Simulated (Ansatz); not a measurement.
**C₃H₇ClO₂Si: relaxing the structure**

Aim: relax C₃H₇ClO₂Si from a cheap starting geometry.

Method: RKS PBE0-D4/def2-TZVP; program: Ansatz 0.2.0, Gaussian basis.

Plan: relaxation at PBE0-D4/def2-TZVP.

1 further run of the same task is left out (set aside as unsound or not needed).

**1. The starting structure**

SMILES `C=C[Si](O)(Cl)OC`, 14 atoms, charge 0, spin multiplicity 1.

Atoms are counted from 1 here; the program's logs count them from 0.

Bond lengths: C1–C2 1.324 Å, C1–H8 1.079 Å, C1–H9 1.078 Å, C2–Si3 1.882 Å, C2–H10 1.083 Å, Si3–O4 1.616 Å, Si3–Cl5 2.030 Å, Si3–O6 1.628 Å, O4–H11 0.955 Å, O6–C7 1.401 Å, C7–H12 1.092 Å, C7–H13 1.090 Å, C7–H14 1.091 Å. Angles: C2–C1–H8 122.2°, C2–C1–H9 121.8°, H8–C1–H9 116.0°, C1–C2–Si3 125.7°, C1–C2–H10 118.5°, Si3–C2–H10 115.9°, C2–Si3–O4 107.0°, C2–Si3–Cl5 109.9°, C2–Si3–O6 115.0°, O4–Si3–Cl5 111.7°, O4–Si3–O6 105.0°, Cl5–Si3–O6 108.2°, Si3–O4–H11 121.1°, Si3–O6–C7 128.8°, O6–C7–H12 110.4°, O6–C7–H13 107.6°, O6–C7–H14 110.8°, H12–C7–H13 109.5° and more.

As a file:

```
C     0.6099    2.3628    0.1233
C     0.5765    1.3149   -0.6858
Si    0.7557   -0.4830   -0.1599
O     1.7915   -1.1743   -1.1897
Cl    1.4254   -0.5793    1.7537
O    -0.6042   -1.3711   -0.2693
C    -1.7775   -1.2785    0.4914
H     0.4930    3.3727   -0.2381
H     0.7656    2.2562    1.1849
H     0.4275    1.4850   -1.7448
H     1.8003   -2.1205   -1.3191
H    -2.3255   -0.3683    0.2381
H    -2.3906   -2.1485    0.2575
H    -1.5476   -1.2682    1.5579
```

The start is a GFN2-xTB geometry.

**2. Optimising with PBE0-D4/def2-TZVP**

File in.yaml:

```yaml
crystal:
  periodic: [false, false, false]
  atoms:
    - {symbol: C, position_ang: [0.609930, 2.362760, 0.123270]}
    - {symbol: C, position_ang: [0.576470, 1.314900, -0.685810]}
    - {symbol: Si, position_ang: [0.755730, -0.483020, -0.159900]}
    - {symbol: O, position_ang: [1.791530, -1.174330, -1.189690]}
    - {symbol: Cl, position_ang: [1.425380, -0.579290, 1.753740]}
    - {symbol: O, position_ang: [-0.604210, -1.371050, -0.269300]}
    - {symbol: C, position_ang: [-1.777510, -1.278460, 0.491360]}
    - {symbol: H, position_ang: [0.492990, 3.372710, -0.238100]}
    - {symbol: H, position_ang: [0.765630, 2.256220, 1.184910]}
    - {symbol: H, position_ang: [0.427520, 1.485000, -1.744790]}
    - {symbol: H, position_ang: [1.800280, -2.120470, -1.319140]}
    - {symbol: H, position_ang: [-2.325550, -0.368280, 0.238120]}
    - {symbol: H, position_ang: [-2.390580, -2.148530, 0.257470]}
    - {symbol: H, position_ang: [-1.547610, -1.268160, 1.557860]}
basis:
  gaussian: {orbitals: def2-TZVP}
hamiltonian: {xc: pbe0, dispersion: d4}
relax: {f_tol: 0.005, max_steps: 150}
```

Run with:

```
> ansatz run in.yaml --threads 2 --pin off --events-out ev --progress --plain --max-ram 32768MiB --backend cuda --devices 0, --max-vram 18GiB
```

Before running them: what should the planned runs give, taken together? Wanted: point group; shift from the start; total energy; dispersion term; dipole moment.

As calculated:

```
                  quantity           value
               point group              C1
                     steps              20
shift from the start (rms)         0.150 Å
              total energy  -27711.3152 eV
           dispersion term        -329 meV
             dipole moment          1.48 D
```

The atoms moved 0.15 Å (rms) from the start; the bond that changed most is C2–Si3, from 1.882 to 1.840 Å. No vibrations were run, so it is not proven to be a minimum. The largest Mulliken charge, +0.71 e, sits on Si3.
